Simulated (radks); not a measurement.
# Exchange and kinetic functionals tested on atomic densities: Eu, Ge²⁺, Ne³⁺, Li⁺, Nd¹³⁺, Sn²⁺

Aim: take each self-consistent density and evaluate many functionals on it, against the exact exchange and kinetic energies of the same orbitals. Every spin shell is full or empty, so the densities are truly spherical.

Method: non-relativistic Kohn-Sham, exchange-only PBE, spin-polarised, spherical densities, point nucleus; open shells are filled with parallel spins first. Code: radks (a radial shooting solver on a logarithmic mesh, Libxc functionals) version 1.

**1. Starting point**

| Quantity | Value |
| --- | --- |
| species | Eu ([Xe] 4f7 6s2), Ge²⁺ ([Ar] 3d10 4s2), Ne³⁺ ([He] 2s2 2p3), Li⁺ ([He]), Nd¹³⁺ ([Kr] 4d10 5s1), Sn²⁺ ([Kr] 4d10 5s2) |

In the logs a row gives level, spin channel, occupation and eigenvalue; Etot, Ekin, Encl (electron-nucleus), Eh (Hartree) and Exc are energies, all in hartree; err is the last residual, it the number of iterations.

**2. Eu, [Xe] 4f7 6s2**

The run's settings:

```text
Z 63
configuration [Xe] 4f7 6s2
relativity non-relativistic
functional pbe,
spin polarised
nucleus point
```

The log of the run:

```text
1s      1   1.0000       -1673.76960472
2s      1   1.0000        -265.31455783
2p      1   3.0000        -252.18730944
3s      1   1.0000         -58.08170026
3p      1   3.0000         -52.26144374
3d      1   5.0000         -41.41374963
4s      1   1.0000         -11.32463977
4p      1   3.0000          -9.07012428
4d      1   5.0000          -5.06431733
4f      1   7.0000          -0.25096250
5s      1   1.0000          -1.44414496
5p      1   3.0000          -0.84596138
6s      1   1.0000          -0.10749772
1s      2   1.0000       -1673.76951729
2s      2   1.0000        -265.31195271
2p      2   3.0000        -252.18588353
3s      2   1.0000         -57.97005834
3p      2   3.0000         -52.15967707
3d      2   5.0000         -41.34041403
4s      2   1.0000         -11.09535695
4p      2   3.0000          -8.84096825
4d      2   5.0000          -4.83573471
4f      2   0.0000          -0.04986262
5s      2   1.0000          -1.33165397
5p      2   3.0000          -0.75870457
6s      2   1.0000          -0.09958898
Etot -10422.944112909781
Ekin 10422.944112240395
Encl -24740.491195767296
Eh 4124.305398750072
Exc -229.70242813295215
err 3.203513644661187e-09
it 15
```

Highest occupied level: 6s down at -2.710 eV. Exact exchange of these orbitals: -230.241 hartree.

From the orbitals of this run (lengths in bohr):

```tsv
level	occupation	energy (eV)	<r>	outermost maximum (interpolated)	90 % within	nodes
5s up	1	-39.297	1.465	1.31	2.11	4
5s down	1	-36.236	1.499	1.33	2.17	4
5p up	3	-23.020	1.661	1.43	2.44	3
5p down	3	-20.645	1.715	1.47	2.53	3
4f up	7	-6.829	0.8975	0.580	1.55	0
6s up	1	-2.925	4.564	3.79	6.84	5
6s down	1	-2.710	4.760	3.95	7.14	5
4f down	0	-1.357	1.000	0.584	1.79	0
```

The radial density on a logarithmic grid:

```tsv
r (bohr)	4πr²ρ (e/bohr)
0.00109	2.304
0.00174	5.452
0.00279	12.28
0.00448	25.52
0.00718	46.78
0.0115	70.42
0.0185	80.12
0.0296	72.46
0.0474	85.65
0.0755	108.4
0.121	85.40
0.194	95.57
0.311	52.65
0.498	46.70
0.799	27.07
1.28	10.39
2.05	3.860
3.29	0.7854
5.28	0.3736
8.40	0.05437
```

**3. Ge²⁺, [Ar] 3d10 4s2**

The run's settings:

```text
Z 32
configuration [Ar] 3d10 4s2
relativity non-relativistic
functional pbe,
spin polarised
nucleus point
```

The log of the run:

```text
1s      1   1.0000        -397.74410558
2s      1   1.0000         -49.82594045
2p      1   3.0000         -44.43913634
3s      1   1.0000          -6.66496911
3p      1   3.0000          -4.88198205
3d      1   5.0000          -1.78808073
4s      1   1.0000          -1.02680245
1s      2   1.0000        -397.74410558
2s      2   1.0000         -49.82594045
2p      2   3.0000         -44.43913634
3s      2   1.0000          -6.66496911
3p      2   3.0000          -4.88198205
3d      2   5.0000          -1.78808073
4s      2   1.0000          -1.02680245
Etot -2074.3353293748723
Ekin 2074.3353293334894
Encl -4945.07759487192
Eh 873.0617493271839
Exc -76.65481316362532
err 4.138987427052783e-10
it 15
```

The top filled level is 4s, -27.941 eV. Exact exchange of these orbitals: -76.8139 hartree.

**4. Ne³⁺, [He] 2s2 2p3**

The run's settings:

```text
Z 10
configuration [He] 2s2 2p3
relativity non-relativistic
functional pbe,
spin polarised
nucleus point
```

The log of the run:

```text
1s      1   1.0000         -33.55908137
2s      1   1.0000          -3.86576063
2p      1   3.0000          -3.04759912
1s      2   1.0000         -33.42040140
2s      2   1.0000          -3.52307749
2p      2   0.0000          -2.68781376
Etot -124.01166324225089
Ekin 124.01166324242932
Encl -281.0902300888448
Eh 43.44896258060699
Exc -10.382058976442407
err 1.6883165138020242e-09
it 13
```

2p up is the highest filled level (-82.929 eV). Exact exchange of these orbitals: -10.4744 hartree.

**5. Li⁺, [He]**

The run's settings:

```text
Z 3
configuration [He]
relativity non-relativistic
functional pbe,
spin polarised
nucleus point
```

The log of the run:

```text
1s      1   1.0000          -2.18960018
1s      2   1.0000          -2.18960018
Etot -7.2126779434326025
Ekin 7.212677941088089
Encl -16.083473558268224
Eh 3.2731591154321666
Exc -1.6150414416846333
err 1.935100236289097e-09
it 12
```

The top filled level is 1s, -59.582 eV. Exact exchange of these orbitals: -1.63658 hartree.

**6. Nd¹³⁺, [Kr] 4d10 5s1**

The run's settings:

```text
Z 60
configuration [Kr] 4d10 5s1
relativity non-relativistic
functional pbe,
spin polarised
nucleus point
```

The log of the run:

```text
1s      1   1.0000       -1520.30734077
2s      1   1.0000        -245.95686998
2p      1   3.0000        -233.58537629
3s      1   1.0000         -60.42795207
3p      1   3.0000         -55.03000340
3d      1   5.0000         -44.97235358
4s      1   1.0000         -18.76855305
4p      1   3.0000         -16.68799794
4d      1   5.0000         -12.99806606
5s      1   1.0000          -8.32344416
1s      2   1.0000       -1520.30224962
2s      2   1.0000        -245.95360104
2p      2   3.0000        -233.58195219
3s      2   1.0000         -60.42319381
3p      2   3.0000         -55.02521251
3d      2   5.0000         -44.96803442
4s      2   1.0000         -18.75495309
4p      2   3.0000         -16.67312525
4d      2   5.0000         -12.97997628
5s      2   0.0000          -8.24822801
Etot -9236.048809505466
Ekin 9236.04880890382
Encl -21457.103010588442
Eh 3187.902410932872
Exc -202.89701875371713
err 2.865154498051555e-09
it 15
```

The top filled level is 5s up, -226.49 eV. Exact exchange of these orbitals: -203.805 hartree.

**7. Sn²⁺, [Kr] 4d10 5s2**

The run's settings:

```text
Z 50
configuration [Kr] 4d10 5s2
relativity non-relativistic
functional pbe,
spin polarised
nucleus point
```

The log of the run:

```text
1s      1   1.0000       -1028.56527463
2s      1   1.0000        -152.25625075
2p      1   3.0000        -142.47250396
3s      1   1.0000         -29.75079897
3p      1   3.0000         -25.71718742
3d      1   5.0000         -18.23622233
4s      1   1.0000          -5.14310623
4p      1   3.0000          -3.80230896
4d      1   5.0000          -1.58673232
5s      1   1.0000          -0.88996288
1s      2   1.0000       -1028.56527463
2s      2   1.0000        -152.25625075
2p      2   3.0000        -142.47250396
3s      2   1.0000         -29.75079897
3p      2   3.0000         -25.71718742
3d      2   5.0000         -18.23622233
4s      2   1.0000          -5.14310623
4p      2   3.0000          -3.80230896
4d      2   5.0000          -1.58673232
5s      2   1.0000          -0.88996288
Etot -6021.488593206767
Ekin 6021.488592908416
Encl -14291.749611303749
Eh 2406.3373157516653
Exc -157.56489056310005
err 2.7642580425009757e-09
it 14
```

5s is the highest filled level (-24.217 eV). Exact exchange of these orbitals: -158.219 hartree.

**8. What came out**

```tsv
error in magnitude (%)	Eu	Ge²⁺	Ne³⁺	Li⁺	Nd¹³⁺	Sn²⁺
exchange, LDA	-4.20	-5.64	-10.15	-13.88	-4.66	-4.85
exchange, revPBE	-0.12	+0.00	-0.11	+0.15	-0.30	-0.27
exchange, RPBE	-0.08	+0.08	+0.11	+0.41	-0.25	-0.22
exchange, PW91	+0.17	+0.23	-0.50	-1.01	-0.04	+0.01
exchange, PW86	-0.13	+0.33	+0.42	+0.55	-0.29	-0.17
exchange, EV93	-0.27	+0.35	+2.48	+4.70	-0.33	-0.27
exchange, APBE	+0.43	+0.68	+0.43	+0.29	+0.25	+0.32
exchange, TPSS	-0.22	+0.14	+0.24	+0.38	-0.36	-0.27
exchange, MVS	+0.15	+0.14	-0.33	+0.44	+0.05	+0.08
kinetic, Thomas-Fermi	-5.02	-6.18	-8.63	-10.06	-5.09	-5.29
kinetic, von Weizsacker	-61.51	-51.69	-24.42	+0.00	-60.56	-58.43
kinetic, TF + vW	+33.48	+42.13	+66.94	+89.94	+34.36	+36.28
kinetic, LC94	-0.01	-0.05	+0.12	+0.68	+0.02	+0.08
kinetic, Perdew 92	-0.73	-0.80	-0.22	+1.08	-0.70	-0.66
kinetic, LKT	+17.47	+22.81	+41.32	+60.31	+18.04	+19.20
kinetic, PG1	+13.66	+18.05	+34.76	+52.75	+14.14	+15.08
kinetic, DePristo-Kress	-0.20	-0.14	-0.51	+0.94	-0.16	-0.09
kinetic, Ernzerhof	-0.50	-0.44	+1.09	+4.52	-0.45	-0.39
```

What this shows: Negative means that the magnitude is too small. For exchange the mean absolute error is least for revPBE (0.16 %) and largest for LDA (7.23 %). Among the orbital-free kinetic functionals LC94 (0.16 %) does best and TF + vW (50.52 %) worst. The functionals are evaluated on one density each, not self-consistently.
